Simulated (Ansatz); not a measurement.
# C2H7NSi: small, medium and large basis sets

The task here is to estimate one member of a computed series from the others.

Computed with Ansatz 0.2.0, Gaussian basis. Level: one geometry, several basis sets.

Plan: PBE0-D4/def2-SVP; ωB97M-V/def2-SVP; PBE0-D4/def2-QZVPP; ωB97M-V/def2-QZVPP; the functionals' def2-TZVPP values are taken from earlier runs.

### The relaxed structure

An earlier PBE0-D4 in a triple-zeta def2 set relaxation fixed the geometry.

SMILES `C=NC[SiH3]`, 11 atoms, charge 0, spin multiplicity 1.

Atoms are counted from 1 here; the program's logs count them from 0.

Bond lengths: C1–N2 1.259 Å, C1–H5 1.089 Å, C1–H6 1.099 Å, N2–C3 1.436 Å, C3–Si4 1.892 Å, C3–H7 1.095 Å, C3–H8 1.102 Å, Si4–H9 1.487 Å, Si4–H10 1.484 Å, Si4–H11 1.488 Å. Angles: N2–C1–H5 119.2°, N2–C1–H6 123.2°, H5–C1–H6 117.5°, C1–N2–C3 118.6°, N2–C3–Si4 109.6°, N2–C3–H7 109.0°, N2–C3–H8 113.6°, Si4–C3–H7 106.9°, Si4–C3–H8 109.5°, H7–C3–H8 108.0°, C3–Si4–H9 109.5°, C3–Si4–H10 110.5°, C3–Si4–H11 108.9°, H9–Si4–H10 109.4°, H9–Si4–H11 109.1°, H10–Si4–H11 109.4°.

Set-up of the first run:

in.yaml

```yaml
crystal:
  periodic: [false, false, false]
  atoms:
    - {symbol: C, position_ang: [-0.639351, 1.869334, 0.363863]}
    - {symbol: N, position_ang: [-0.998594, 0.713074, 0.017997]}
    - {symbol: C, position_ang: [-0.299048, -0.417007, 0.562558]}
    - {symbol: Si, position_ang: [0.706291, -1.257428, -0.802717]}
    - {symbol: H, position_ang: [-1.145865, 2.733452, -0.063221]}
    - {symbol: H, position_ang: [0.166886, 2.058964, 1.086583]}
    - {symbol: H, position_ang: [-1.029882, -1.151367, 0.917890]}
    - {symbol: H, position_ang: [0.365225, -0.161731, 1.404491]}
    - {symbol: H, position_ang: [1.729596, -0.311269, -1.319907]}
    - {symbol: H, position_ang: [-0.179773, -1.683047, -1.914536]}
    - {symbol: H, position_ang: [1.389914, -2.450075, -0.232401]}
basis:
  gaussian: {orbitals: def2-SVP}
hamiltonian: {xc: pbe0, dispersion: d4}
output: {orbitals: {seedname: orbitals}}
```

Among the steps run: PBE0-D4 in def2-SVP; ωB97M-V in def2-SVP; PBE0-D4 in def2-QZVPP; ωB97M-V in def2-QZVPP.

One of the session's tables, all rows but one given; the rest of the session is left out.

It belongs to the step «Functionals by basis». 

| functional | basis | HOMO (eV) | LUMO (eV) |
| --- | --- | --- | --- |
| PBE0-D4 | def2-SVP | -7.32 | -0.26 |
| PBE0-D4 | def2-TZVPP | -7.49 | -0.50 |
| PBE0-D4 | def2-QZVPP | -7.52 | -0.58 |
| ωB97M-V | def2-SVP | -9.68 | 2.04 |
| ωB97M-V | def2-TZVPP | -9.88 | 1.66 |
| ωB97M-V | def2-QZVPP | ? | ? |

Q: Estimate the row for ωB97M-V, def2-QZVPP from the others.

As computed: HOMO (eV): -9.90; LUMO (eV): 1.47. In the column «HOMO (eV)» it is the lowest.
